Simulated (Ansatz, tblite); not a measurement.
# Si(GeH3)2H2 (SiGe₂H₈): spin-state energies by level

Is the singlet the ground state of Si(GeH3)2H2 (SiGe₂H₈)? Other spin states are computed and compared level by level.

Computed with Ansatz 0.2.0, Gaussian basis. Level: as each input shows.

Plan: triplet, at the geometry of the singlet (GFN1-xTB, GFN2-xTB, PBE0-D4/def2-TZVP, PBE-D4/def2-TZVP, r2SCAN-D4/def2-TZVP); the singlet's energies come from earlier runs.

**1. The structure**

The singlet was relaxed beforehand with PBE0-D4/def2-SVP.

11 atoms, charge 0, spin multiplicity 1.

Bond lengths: Si1–Ge2 2.384 Å, Si1–Ge6 2.383 Å, Si1–H10 1.496 Å, Si1–H11 1.497 Å, Ge2–H3 1.541 Å, Ge2–H4 1.540 Å, Ge2–H5 1.540 Å, Ge6–H7 1.540 Å, Ge6–H8 1.540 Å, Ge6–H9 1.540 Å. Angles: Ge2–Si1–Ge6 111.2°, Ge2–Si1–H10 109.2°, Ge2–Si1–H11 109.4°, Ge6–Si1–H10 109.5°, Ge6–Si1–H11 109.1°, H10–Si1–H11 108.3°, Si1–Ge2–H3 110.2°, Si1–Ge2–H4 111.1°, Si1–Ge2–H5 110.1°, H3–Ge2–H4 108.5°, H3–Ge2–H5 108.3°, H4–Ge2–H5 108.5°, Si1–Ge6–H7 110.0°, Si1–Ge6–H8 110.3°, Si1–Ge6–H9 111.1°, H7–Ge6–H8 108.4°, H7–Ge6–H9 108.5°, H8–Ge6–H9 108.5°.

Geometry (Å):

```xyz
11

Si   -0.8064    0.0015   -0.5720
Ge   -0.8459   -0.0173    1.8115
H     0.0736   -1.1294    2.3510
H    -2.2714   -0.2634    2.3410
H    -0.3465    1.3328    2.3596
Ge    1.4291    0.0177   -1.3982
H     2.1542   -1.2747   -0.9779
H     2.2038    1.2179   -0.8216
H     1.4522    0.1141   -2.9355
H    -1.5312    1.2133   -1.0675
H    -1.5116   -1.2123   -1.0905
```

**2. Triplet at the fixed geometry, GFN1-xTB**

Tight binding, by tblite at 300 K electronic temperature and without a spin-polarisation term:

```python
tblite.interface.Calculator('GFN1-xTB', numbers, positions, charge=0, uhf=2).singlepoint()
```

Energy -253.7494 eV; 0.005 s.

**3. Triplet at the fixed geometry, GFN2-xTB**

Tight binding, by tblite at 300 K electronic temperature and without a spin-polarisation term:

```python
tblite.interface.Calculator('GFN2-xTB', numbers, positions, charge=0, uhf=2).singlepoint()
```

Energy -257.7974 eV; 0.005 s.

**4. Triplet at the fixed geometry, PBE0-D4/def2-TZVP**

The input, in.yaml:

```yaml
crystal:
  periodic: [false, false, false]
  atoms:
    - {symbol: Si, position_ang: [-0.806397, 0.001481, -0.571955]}
    - {symbol: Ge, position_ang: [-0.845904, -0.017339, 1.811528]}
    - {symbol: H, position_ang: [0.073613, -1.129416, 2.350968]}
    - {symbol: H, position_ang: [-2.271426, -0.263396, 2.341012]}
    - {symbol: H, position_ang: [-0.346473, 1.332783, 2.359568]}
    - {symbol: Ge, position_ang: [1.429133, 0.017718, -1.398185]}
    - {symbol: H, position_ang: [2.154218, -1.274713, -0.977892]}
    - {symbol: H, position_ang: [2.203804, 1.217851, -0.821591]}
    - {symbol: H, position_ang: [1.452246, 0.114082, -2.935464]}
    - {symbol: H, position_ang: [-1.531228, 1.213293, -1.067489]}
    - {symbol: H, position_ang: [-1.511606, -1.212325, -1.090491]}
basis:
  gaussian: {orbitals: def2-TZVP}
magnetization: {spin_polarized: true, initial_magnetization: 2}
hamiltonian: {xc: pbe0, dispersion: d4}
scf: {omitted_lower_state_checks: [starts]}
output: {orbitals: {seedname: orbitals}}
```

Run with:

```bash
$ ansatz run in.yaml --threads 2 --pin off --events-out ev --progress --plain --max-ram 4352MiB
```

The log of the run:

```text
Functional definition: PBE0
  name "PBE0"
  cite "Adamo & Barone, J. Chem. Phys. 110, 6158 (1999) doi:10.1063/1.478522"
  cite "Perdew, Burke & Ernzerhof, Phys. Rev. Lett. 77, 3865 (1996) doi:10.1103/PhysRevLett.77.3865"
  parent pbe
  parameter a = 0.25
  parameter kappa = 0.804
  parameter beta = 0.06672455060314922
  exchange = (1 - a)*pbe_x(kappa = kappa, mu = beta*pi^2/3) + a*exact_x
  correlation = pbe_c(beta = beta)
these checks for a lower state are left out or cut short: starts
1422 factors; their error is unknown
mean field evaluation 1: about -121019.8235 eV, gradient 1.6e1 eV
mean field evaluation 2: about -121020.1650 eV, gradient 1.5e1 eV
mean field evaluation 4: about -121020.4750 eV, gradient 3.2e-1 eV
mean field evaluation 8: about -121020.4736 eV, gradient 5.7e-2 eV
mean field evaluation 16: about -121021.0481 eV, gradient 8.8e-4 eV
mean field -121021.04812062 eV, -4447.4414874202 hartree, gradient 1.7e-5 eV, S^2 2.006866; 0 other end points of the search recorded, 0 dependent functions left out
reference -121021.04816056 eV, -4447.4414888878 hartree; 44, 42 occupied and 137, 139 virtual orbitals, 1422 factors
Total energy: -121021.25239709 eV, -4447.4489944421 hartree
Checks for a lower state left out: starts
```

It took 13 s on 2 threads of Arm Neoverse V2, shared host; peak memory 0.76 GiB.

From the report: HOMO -2.24 eV, LUMO -6.05 eV (over both spins; with the spin held, an empty level of the minority spin lies below the top filled one); ⟨S²⟩ 2.007 (pure: 2.00).

**5. Triplet at the fixed geometry, PBE-D4/def2-TZVP**

start.molden holds the orbitals of an earlier run on this state, given as this run's starting guess.

in.yaml, as its differences from that of step 4:

```diff
@@ -15,5 +15,5 @@
 basis:
-  gaussian: {orbitals: def2-TZVP}
+  gaussian: {orbitals: def2-TZVP, initial_orbitals: start.molden}
 magnetization: {spin_polarized: true, initial_magnetization: 2}
-hamiltonian: {xc: pbe0, dispersion: d4}
+hamiltonian: {xc: pbe, dispersion: d4}
 scf: {omitted_lower_state_checks: [starts]}
```

The command is unchanged.

The log of the run:

```text
Functional definition: PBE
  name "PBE"
  cite "Perdew, Burke & Ernzerhof, Phys. Rev. Lett. 77, 3865 (1996) doi:10.1103/PhysRevLett.77.3865"
  parent pbe
  parameter kappa = 0.804
  parameter beta = 0.06672455060314922
  exchange = pbe_x(kappa = kappa, mu = beta*pi^2/3)
  correlation = pbe_c(beta = beta)
these checks for a lower state are left out or cut short: starts
1320 factors; their error is unknown
mean field evaluation 1: about -121017.1406 eV, gradient 9.2e0 eV
mean field evaluation 2: about -121017.2947 eV, gradient 2.2e-1 eV
mean field evaluation 4: about -121017.2638 eV, gradient 9.6e-3 eV
mean field -121017.26385082 eV, -4447.3024180701 hartree, gradient 1.3e-5 eV, S^2 2.005156; 0 other end points of the search recorded, 0 dependent functions left out
reference -121017.26390408 eV, -4447.3024200274 hartree; 44, 42 occupied and 137, 139 virtual orbitals, 1320 factors
Total energy: -121017.50102679 eV, -4447.3111341260 hartree
Checks for a lower state left out: starts
```

It took 6 s on 2 threads of Arm Neoverse V2, shared host.

Report: HOMO -1.59 eV, LUMO -6.76 eV (over both spins; with the spin held, an empty level of the minority spin lies below the top filled one); ⟨S²⟩ 2.005 (pure: 2.00).

**6. Triplet at the fixed geometry, r2SCAN-D4/def2-TZVP**

in.yaml, as its differences from that of step 5:

```diff
@@ -17,3 +17,3 @@
 magnetization: {spin_polarized: true, initial_magnetization: 2}
-hamiltonian: {xc: pbe, dispersion: d4}
+hamiltonian: {xc: r2scan, dispersion: d4}
 scf: {omitted_lower_state_checks: [starts]}
```

Launched as before.

The log of the run:

```text
Functional definition: r2SCAN
  name "r2SCAN"
  cite "Furness, Kaplan, Ning, Perdew & Sun, J. Phys. Chem. Lett. 11, 8208 (2020) doi:10.1021/acs.jpclett.0c02405"
  cite "Furness, Kaplan, Ning, Perdew & Sun, J. Phys. Chem. Lett. 11, 9248 (2020) doi:10.1021/acs.jpclett.0c03077"
  parent r2scan
  parameter k0 = 0.174
  parameter k1 = 0.065
  parameter a1 = 4.9479
  exchange = r2scan_x(k0 = k0, k1 = k1, a1 = a1)
  correlation = r2scan_c
these checks for a lower state are left out or cut short: starts
1320 factors; their error is unknown
mean field evaluation 1: about -121037.5310 eV, gradient 6.4e0 eV
mean field evaluation 2: about -121037.5937 eV, gradient 1.0e-1 eV
mean field evaluation 4: about -121037.5702 eV, gradient 7.9e-3 eV
mean field evaluation 8: about -121037.5702 eV, gradient 5.8e-5 eV
mean field -121037.57015854 eV, -4448.0486611146 hartree, gradient 1.1e-5 eV, S^2 2.009140; 0 other end points of the search recorded, 0 dependent functions left out
reference -121037.57017697 eV, -4448.0486617918 hartree; 44, 42 occupied and 137, 139 virtual orbitals, 1320 factors
Total energy: -121037.62735548 eV, -4448.0507630635 hartree
Checks for a lower state left out: starts
```

It took 16 s on 2 threads of Arm Neoverse V2, shared host.

Report: HOMO -1.67 eV, LUMO -6.70 eV (over both spins; with the spin held, an empty level of the minority spin lies below the top filled one); ⟨S²⟩ 2.009 (pure: 2.00).

**7. Triplet less singlet, vertical**

The singlet's energies are those of its earlier runs, whose logs aren't repeated here.

```tsv
level	triplet less singlet, vertical (eV)	time
GFN1-xTB	+4.016	0.011 s
GFN2-xTB	+4.567	0.009 s
PBE-D4/def2-TZVP	+5.575	9.2 s
r2SCAN-D4/def2-TZVP	+5.749	22 s
PBE0-D4/def2-TZVP	+5.838	17 s
```

Times add the two runs; a level without a time comes out of a correlated run. Tight binding without a spin term can't rank spin states.

**8. What came out**

| quantity | value |
| --- | --- |
| triplet less singlet, vertical, functionals in def2-TZVP | +5.575 (PBE-D4) to +5.838 eV (PBE0-D4) |

All functionals put the triplet above the singlet, over a spread of 0.263 eV. The checks for a lower triplet were left out, so another state of that spin may lie lower. These are electronic energies, without zero-point motion, entropy or surroundings.
